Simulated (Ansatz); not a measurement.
# NaCaI3: the cost of one run

Program: Ansatz 0.2.0. PAW datasets, plane waves. Values at 0 K without nuclear motion; spin polarisation is off, and the phase may be a hypothetical one.

## (1) The structure to begin with

The unstrained cell was relaxed with r2SCAN; in each strained cell the atoms were relaxed again with r2SCAN. Names of k-points are those of the unstrained zone, where strain can split equivalent points. First state: no strain.

The symmetry is Pm-3m (No. 221, cubic); conventional cell a = 6.126 Å, 45.98 Å³ an atom. Around Na lie 12 I at 4.33 Å; around Ca lie 6 I at 3.06 Å; around I lie 2 Ca at 3.06 Å and 4 Na at 4.33 Å.

The structure in full:

```cif
data_structure
_symmetry_space_group_name_H-M 'Pm-3m'
_symmetry_Int_Tables_number 221
_cell_length_a 6.1259
_cell_length_b 6.1259
_cell_length_c 6.1259
_cell_angle_alpha 90.000
_cell_angle_beta 90.000
_cell_angle_gamma 90.000
_cell_volume 229.88
loop_
_atom_site_label
_atom_site_type_symbol
_atom_site_symmetry_multiplicity
_atom_site_Wyckoff_symbol
_atom_site_fract_x
_atom_site_fract_y
_atom_site_fract_z
_atom_site_occupancy
Na1 Na 1 a 0.00000 0.00000 0.00000 1
Ca1 Ca 1 b 0.50000 0.50000 0.50000 1
I1 I 3 c 0.50000 0.50000 0.00000 1
```

## (2) No strain: PBE

File input.yaml:

```yaml
crystal:
  lattice:
    - [6.1258977255, 0.0, 0.0]
    - [0.0, 6.1258977255, 0.0]
    - [0.0, 0.0, 6.1258977255]
  atoms:
    - { symbol: Na, position: [0.0, 0.0, 0.0] }
    - { symbol: Ca, position: [0.5, 0.5, 0.5] }
    - { symbol: I, position: [0.5, 0.5, 0.0] }
    - { symbol: I, position: [0.5, 0.0, 0.5] }
    - { symbol: I, position: [0.0, 0.5, 0.5] }
kpoints:
  mp_grid: { grid: [4, 4, 4] }
  band_path:
    path: [[0.0, 0.0, 0.0], [0.0, 0.5, 0.0], [0.5, 0.5, 0.0], [0.5, 0.5, 0.5]]
    npoints: 1
hamiltonian:
  xc: pbe
scf:
  occupations: { method: fermi_dirac, width: 0.02 }
  n_extra_bands: 5
output:
  forces: true
  stress: true
  eigenvalues: true
```

The run is started by

```sh
ansatz run input.yaml --threads 2 --pin off --max-ram 2211MiB --backend cpu --events-out ev --progress --plain --runs-dir out
```

Q: Estimate wall time and peak memory on 2 threads of Intel Xeon Platinum 8375C at 2.90GHz (Ice Lake), shared host.

About 3.9 s, with a peak of 0.54 GiB.
